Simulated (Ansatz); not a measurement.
I need a single point from a YAML input of SnTe, space group Fm-3m. Use Ansatz's Python interface. Use: PBEsol, PAW, cutoff 470 eV, 5×5×5 k-points, fixed occupations.

The script reads `snte.yaml`:
```yaml
crystal:
  lattice:
    - [0.0, 3.15085, 3.15085]
    - [3.15085, 0.0, 3.15085]
    - [3.15085, 3.15085, 0.0]
  atoms:
    - { symbol: Sn, position: [0.0, 0.0, 0.0] }
    - { symbol: Te, position: [0.5, 0.5, 0.5] }
kpoints:
  mp_grid: { kspacing: 0.4 }
hamiltonian:
  xc: pbesol
scf:
  occupations: { method: fixed }
basis:
  ecutwfc: 470
output:
  forces: true
  stress: true
  eigenvalues: true
```

The script, `snte_yaml_run.py`:
```python
"""Run a YAML input for SnTe from Python."""

import json
import warnings

import ansatz as az
import yaml


def main() -> None:
    warnings.simplefilter("ignore", az.DeckWarning)

    with open("snte.yaml") as handle:
        tree = yaml.safe_load(handle)
    print("sections:", list(tree))
    result = az.Session.from_dict(tree).plan(threads=1).execute()
    r = result.report

    for key in ("converged", "n_iterations", "n_electrons", "n_kpoints", "n_pw", "n_symmetry_ops", "free_energy_ev", "fermi_energy_ev"):
        print(f"{key:18s} {r[key]}")

    # forces, one row an atom
    print("forces (eV/A)")
    for site, force in zip(result.lattice.sites, r["forces_ev_ang"]):
        print(f"  {site.symbol:2s} {force[0]:9.4f} {force[1]:9.4f} {force[2]:9.4f}")

    terms = r["components"]
    print({name: round(terms[name], 3) for name in ("e_kinetic", "e_hartree", "e_xc", "e_local", "e_nonlocal")})

    keep = ["free_energy_ev", "energy_sigma0_ev", "fermi_energy_ev", "n_iterations", "converged", "magnetization_mub", "n_kpoints"]
    with open("snte.json", "w") as handle:
        json.dump({key: r[key] for key in keep}, handle, indent=1)


if __name__ == "__main__":
    main()
```

Running `python snte_yaml_run.py` prints:
```text
sections: ['crystal', 'kpoints', 'hamiltonian', 'scf', 'basis', 'output']
converged          True
n_iterations       6
n_electrons        30.0
n_kpoints          10
n_pw               1459
n_symmetry_ops     48
free_energy_ev     -12851.857379144836
fermi_energy_ev    9.178419554052677
forces (eV/A)
  Sn   -0.0000    0.0000    0.0000
  Te    0.0000   -0.0000    0.0000
{'e_kinetic': 366.729, 'e_hartree': 1351.628, 'e_xc': -503.503, 'e_local': -2156.263, 'e_nonlocal': -338.883}
```

`snte.json`, as written:
```json
{
 "free_energy_ev": -12851.857379144836,
 "energy_sigma0_ev": -12851.857379144836,
 "fermi_energy_ev": 9.178419554052677,
 "n_iterations": 6,
 "converged": true,
 "magnetization_mub": 0.0,
 "n_kpoints": 10
}
```

Caveats:
- Absolute energies stand on the zero of these potentials, so only differences at equal settings mean something. A total without «per atom» is that of the cell as typed.
- The energy terms are those on the plane-wave grid, with the one-centre PAW part apart; the terms shown are only some of the summands, so they needn't add up to F.
- An absolute Fermi energy rests on an arbitrary zero of the periodic potential and has no direct meaning.
- Of the deposited cell: the entry's cell lengths or inner coordinates differ somewhat from later room-temperature determinations.
- The starting cell is as deposited in a crystallographic database; the results hold for this polymorph, which needn't be the stable one.
- Hardware and time: 1.3 s on 1 thread of Arm Neoverse V2, on a shared host, peak memory 0.36 GiB.

(Lines on the test bed's own set-up are left out of the output.)
